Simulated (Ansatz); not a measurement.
A nudged elastic band was laid between two geometries of a periodic cell of 17 atoms, TiSi$_{16}$ (host Si, host structure diamond, interstitial Ti).

Theory: Ansatz, DFT PBE-D3(BJ), scalar-relativistic, plane waves, PAW. Settings: PAW set soft_1, cutoff 420 eV, k mesh 2x2x2, fermi-dirac smearing 0.02 eV, no spin polarisation.

| Item | Value |
| --- | --- |
| movable images | 3 |
| climbing image | yes |
| spring | 0.1 eV/Å² |
| optimiser | fire |
| start path | default |
| force threshold | 0.05 eV/Å |
| iteration limit | 50 |
| end points | relaxed |

First end point:

```xyz
17
Lattice="0.0000 5.4300 5.4300 5.4300 0.0000 5.4300 5.4300 5.4300 0.0000" Properties=species:S:1:pos:R:3
Si -0.017 0.019 -0.016
Si 1.356 1.327 1.357
Si 2.759 2.673 -0.046
Si 4.106 4.076 1.357
Si 2.730 0.019 2.731
Si 4.071 1.361 4.072
Si 5.413 2.702 2.731
Si 6.787 4.075 4.038
Si -0.047 2.672 2.761
Si 1.356 4.076 4.107
Si 2.759 5.478 2.760
Si 4.072 6.789 4.074
Si 2.730 2.702 5.414
Si 4.037 4.075 6.788
Si 5.384 5.477 5.385
Si 6.787 6.825 6.788
Ti 6.787 4.075 6.788
```

Last end point:

```xyz
17
Lattice="0.0000 5.4300 5.4300 5.4300 0.0000 5.4300 5.4300 5.4300 0.0000" Properties=species:S:1:pos:R:3
Si 0.001 -0.001 -0.001
Si 1.310 1.313 1.314
Si 2.711 2.718 -0.033
Si 4.116 4.119 1.314
Si 2.711 -0.034 2.718
Si 4.116 1.314 4.120
Si 5.463 2.718 2.718
Si 6.767 4.092 4.092
Si -0.038 2.715 2.715
Si 1.313 4.117 4.117
Si 2.715 5.468 2.715
Si 4.085 6.774 4.091
Si 2.715 2.715 5.468
Si 4.085 4.090 6.775
Si 5.426 5.434 5.434
Si 6.769 6.774 6.774
Ti 8.144 2.716 8.146
```

(1) Which bonds break or form, and what moves?

(2) Give the energies along the band, and the barrier.

(3) What is the geometry of the highest image?

The band took 34 iterations and about 13 core-minutes.

Answers

(1) Contacts lost: Si8–Ti17, Si14–Ti17, Si15–Ti17, Si16–Ti17. Contacts made: Si5–Ti17, Si6–Ti17, Si7–Ti17, Si13–Ti17. The atom that moves furthest is Ti17, by 2.35 Å.

(2) It converged. The highest image is number 2 of 0 to 4, 1.73 eV above the ends, which have the same energy within 2 meV. The order of the stationary point at the top wasn't checked. Limits of this set-up: coarse k mesh.

| image | path coordinate (Å) | energy (eV) | Si8–Ti17 (Å) | Si14–Ti17 (Å) | Si15–Ti17 (Å) |
| --- | --- | --- | --- | --- | --- |
| 0 | 0.00 | 0.00 | 2.75 | 2.75 | 2.43 |
| 1 | 0.85 | 0.96 | 3.10 | 3.10 | 2.72 |
| 2 | 1.42 | 1.73 | 3.51 | 3.51 | 3.30 |
| 3 | 1.99 | 0.95 | 3.97 | 3.97 | 3.88 |
| 4 | 2.84 | 0.00 | 4.50 | 4.50 | 4.70 |

(3) 
```xyz
17
Lattice="0.0000 5.4300 5.4300 5.4300 0.0000 5.4300 5.4300 5.4300 0.0000" Properties=species:S:1:pos:R:3
Si -0.138 0.139 -0.136
Si 1.273 1.229 1.275
Si 2.796 2.635 -0.130
Si 4.202 4.157 1.275
Si 2.668 -0.002 2.670
Si 3.939 1.491 3.942
Si 5.433 2.763 2.670
Si 6.831 4.029 4.069
Si -0.132 2.634 2.799
Si 1.274 4.157 4.204
Si 2.796 5.563 2.799
Si 4.207 6.653 4.210
Si 2.668 2.763 5.436
Si 4.066 4.029 6.835
Si 5.560 5.301 5.563
Si 6.832 6.794 6.835
Ti 7.465 3.396 7.467
```

Time of the run: 13 min on 1 thread of Arm Neoverse V1, with other jobs on the host, peak memory 0.78 GiB.
